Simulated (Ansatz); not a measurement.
# HSeO2−: single points off equilibrium

The task here is to estimate one member of a computed series from the others.

Program: Ansatz 0.2.0, Gaussian basis. Level of theory: single points in def2-TZVPPD. These are calculated values, not measurements.

Cores are frozen in the correlated methods. Filled d shells of the heavier atoms are correlated.

### Starting geometry

SMILES `[O-][Se]O`, 4 atoms, charge -1, spin multiplicity 1.

Atoms are counted from 1 here; the program's logs count them from 0.

Bond lengths: O1–Se2 1.689 Å, O3–H4 1.067 Å.

Geometry (Å):

```xyz
4
HO2Se
O     0.92290    0.33240    1.30760
Se   -0.74170    0.27310    1.02500
O    -0.54050   -0.08920   -1.16750
H     0.51030   -0.23740   -1.05510
```

Set-up of the first run:

The input, run/in.yaml:

```yaml
crystal:
  periodic: [false, false, false]
  atoms:
    - {symbol: O, position_ang: [0.922900, 0.332400, 1.307600]}
    - {symbol: Se, position_ang: [-0.741700, 0.273100, 1.025000]}
    - {symbol: O, position_ang: [-0.540500, -0.089200, -1.167500]}
    - {symbol: H, position_ang: [0.510300, -0.237400, -1.055100]}
basis:
  gaussian: {orbitals: "def2-TZVPPD.json"}
total_charge: -1
correlation: {method: ccsd_t}
output: {forces: true}
```

The basis file named in the input lies beside it (Basis Set Exchange, JSON).

No record of the launch command was kept for these runs.

Among the steps run: CCSD(T)/def2-TZVPPD; PBE0-D4/def2-TZVPPD; wB97M-V/def2-TZVPPD; r2SCAN-D4/def2-TZVPPD; PBE-D4/def2-TZVPPD; BHLYP-D4/def2-TZVPPD; LC-wPBE/def2-TZVPPD.

One of the session's tables, all rows but one given; the rest of the session is left out.

```
   method  RMS force component (eV/Å)  angle to CCSD(T) forces (°)
  CCSD(T)                       1.582                    reference
  PBE0-D4                       1.736                          8.0
  wB97M-V                       1.754                          9.0
r2SCAN-D4                           ?                            ?
   PBE-D4                       1.409                          8.0
 BHLYP-D4                       2.008                         13.4
  LC-wPBE                       1.896                         14.6
```

**Question.** Estimate the row for r2SCAN-D4.

The run gave: RMS force component (eV/Å): 1.582; angle to CCSD(T) forces (°): 3.2.

Limits of these values: The anion's highest level is positive in at least one run, so there the basis alone may hold the extra electron.
